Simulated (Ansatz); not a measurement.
# Al2BN3: the cost of one run

Method: DFT PBE, scalar-relativistic, plane waves, PAW, in Ansatz 0.2.0.

### 1 The structure to begin with

The structure is hexagonal, space group P6_3mc (No. 186). The conventional cell has a = 3.224 Å, b = 3.224 Å, c = 15.510 Å, α = 90.00°, β = 90.00°, γ = 120.00°. Al (site symmetry 3m) has 4 N at 1.96 to 1.97 Å as nearest neighbours. B (site symmetry 3m) is surrounded by 4 N at 1.96 to 1.97 Å. N (site symmetry 3m) has 3 B at 1.96 Å and 1 Al at 1.97 Å as nearest neighbours. N (site symmetry 3m) is surrounded by 4 Al at 1.96 to 1.97 Å. N (site symmetry 3m) is surrounded by 3 Al at 1.96 Å and 1 B at 1.97 Å.

As a file:

```
Al B N
1.0
     3.22408    0.00000    0.00000
    -1.61204    2.79214    0.00000
     0.00000    0.00000   15.51025
Al B N
4 2 6
Direct
  0.66667 0.33333 0.16643
  0.66667 0.33333 0.49976
  0.33333 0.66667 0.66643
  0.33333 0.66667 0.99976
  0.66667 0.33333 0.83310
  0.33333 0.66667 0.33310
  0.66667 0.33333 0.29357
  0.66667 0.33333 0.62690
  0.66667 0.33333 0.96024
  0.33333 0.66667 0.12690
  0.33333 0.66667 0.46024
  0.33333 0.66667 0.79357
```

The start is an ordering of an alloy on its end members' structure types: elements ordered on the sites of the AlN type, B/Al on Al (P6_3mc, No. 186).

### 2 The guess as it stands, on a coarse mesh

File input.yaml:

```yaml
crystal:
  lattice:
    - [3.22408037, 0.0, 0.0]
    - [-1.61204018, 2.7921355, 0.0]
    - [0.0, 0.0, 15.51025384]
  atoms:
    - { symbol: Al, position: [0.66666667, 0.33333333, 0.166429] }
    - { symbol: Al, position: [0.66666667, 0.33333333, 0.49976234] }
    - { symbol: Al, position: [0.33333333, 0.66666667, 0.666429] }
    - { symbol: Al, position: [0.33333333, 0.66666667, 0.99976234] }
    - { symbol: B, position: [0.66666667, 0.33333333, 0.83309567] }
    - { symbol: B, position: [0.33333333, 0.66666667, 0.33309567] }
    - { symbol: "N", position: [0.66666667, 0.33333333, 0.293571] }
    - { symbol: "N", position: [0.66666667, 0.33333333, 0.62690433] }
    - { symbol: "N", position: [0.66666667, 0.33333333, 0.96023766] }
    - { symbol: "N", position: [0.33333333, 0.66666667, 0.12690433] }
    - { symbol: "N", position: [0.33333333, 0.66666667, 0.46023766] }
    - { symbol: "N", position: [0.33333333, 0.66666667, 0.793571] }
basis:
  ecutwfc: 420
kpoints:
  mp_grid: { grid: [6, 6, 1] }
hamiltonian:
  xc: pbe
scf:
  occupations: { method: gaussian, width: 0.1 }
  lower_state_search: "off"
output:
  forces: true
  stress: true
  eigenvalues: true
```

Command:

```
> ansatz run input.yaml --threads 1 --pin off --max-ram 2560MiB --backend cpu --events-out ev --progress --plain --runs-dir out
```

Q: Estimate wall time and peak memory on 1 thread of Intel Xeon 6975P-C (Granite Rapids), shared host.

About 1.5 s, with a peak of 0.35 GiB.
